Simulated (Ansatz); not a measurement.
# CH₈O₄Si₂: relaxing the structure

The task is to find a stationary geometry of CH₈O₄Si₂.

The runs use Ansatz 0.2.0, Gaussian basis; RKS PBE0-D4/def2-TZVP.

Levels to be run: relaxation at PBE0-D4/def2-TZVP.

1 further run of the same task is left out (set aside as unsound or not needed).

**1. The starting structure**

SMILES `C[SiH](O)[Si](O)(O)O`, 15 atoms, charge 0, spin multiplicity 1.

Atoms are counted from 1 here; the program's logs count them from 0.

Bond lengths: C1–Si2 1.899 Å, C1–H8 1.085 Å, C1–H9 1.086 Å, C1–H10 1.086 Å, Si2–O3 1.630 Å, Si2–Si4 2.278 Å, Si2–H11 1.483 Å, O3–H12 0.953 Å, Si4–O5 1.633 Å, Si4–O6 1.630 Å, Si4–O7 1.642 Å, O5–H13 0.956 Å, O6–H14 0.952 Å, O7–H15 0.951 Å. Angles: Si2–C1–H8 110.5°, Si2–C1–H9 111.5°, Si2–C1–H10 111.7°, H8–C1–H9 107.7°, H8–C1–H10 107.5°, H9–C1–H10 107.8°, C1–Si2–O3 103.7°, C1–Si2–Si4 114.7°, C1–Si2–H11 107.4°, O3–Si2–Si4 111.7°, O3–Si2–H11 107.5°, Si4–Si2–H11 111.3°, Si2–O3–H12 120.9°, Si2–Si4–O5 103.3°, Si2–Si4–O6 118.5°, Si2–Si4–O7 113.6°, O5–Si4–O6 106.0°, O5–Si4–O7 112.4° and more.

The start is a GFN2-xTB geometry.

**2. Geometry optimisation, PBE0-D4/def2-TZVP**

Input file in.yaml:

```yaml
crystal:
  periodic: [false, false, false]
  atoms:
    - {symbol: C, position_ang: [-1.632920, -1.446810, -0.699350]}
    - {symbol: Si, position_ang: [0.123070, -1.067810, -0.083240]}
    - {symbol: O, position_ang: [1.076950, -1.554530, -1.312180]}
    - {symbol: Si, position_ang: [0.491430, 1.114460, 0.454630]}
    - {symbol: O, position_ang: [2.116080, 1.252680, 0.369650]}
    - {symbol: O, position_ang: [-0.110430, 2.269540, -0.525920]}
    - {symbol: O, position_ang: [-0.097540, 1.535860, 1.928800]}
    - {symbol: H, position_ang: [-1.714970, -2.486640, -0.997480]}
    - {symbol: H, position_ang: [-2.374070, -1.265100, 0.073330]}
    - {symbol: H, position_ang: [-1.895560, -0.839050, -1.560470]}
    - {symbol: H, position_ang: [0.390790, -1.960040, 1.070890]}
    - {symbol: H, position_ang: [1.973390, -1.241750, -1.388560]}
    - {symbol: H, position_ang: [2.528940, 2.114200, 0.387800]}
    - {symbol: H, position_ang: [-1.017310, 2.539090, -0.419440]}
    - {symbol: H, position_ang: [0.142140, 1.035890, 2.701540]}
basis:
  gaussian: {orbitals: def2-TZVP}
hamiltonian: {xc: pbe0, dispersion: d4}
relax: {f_tol: 0.005, max_steps: 150}
```

Launch:

```sh
$ ansatz run in.yaml --threads 2 --pin off --events-out ev --progress --plain --max-ram 22528MiB --backend cuda --devices 0, --max-vram 18GiB
```

Q: Predict the results of all the runs planned. Wanted: point group; shift from the start; total energy; dispersion term; dipole moment.

**Answer**, as computed:

| quantity | value |
| --- | --- |
| point group | C1 |
| steps | 20 |
| shift from the start (rms) | 0.254 Å |
| total energy | -25105.0177 eV |
| dispersion term | -321 meV |
| dipole moment | 2.05 D |

**Reading.** The atoms moved 0.25 Å (rms) from the start; the bond that changed most is Si2–Si4, from 2.278 to 2.349 Å. No vibrations were run, so it is not proven to be a minimum. The largest Mulliken charge, +0.63 e, sits on Si4.
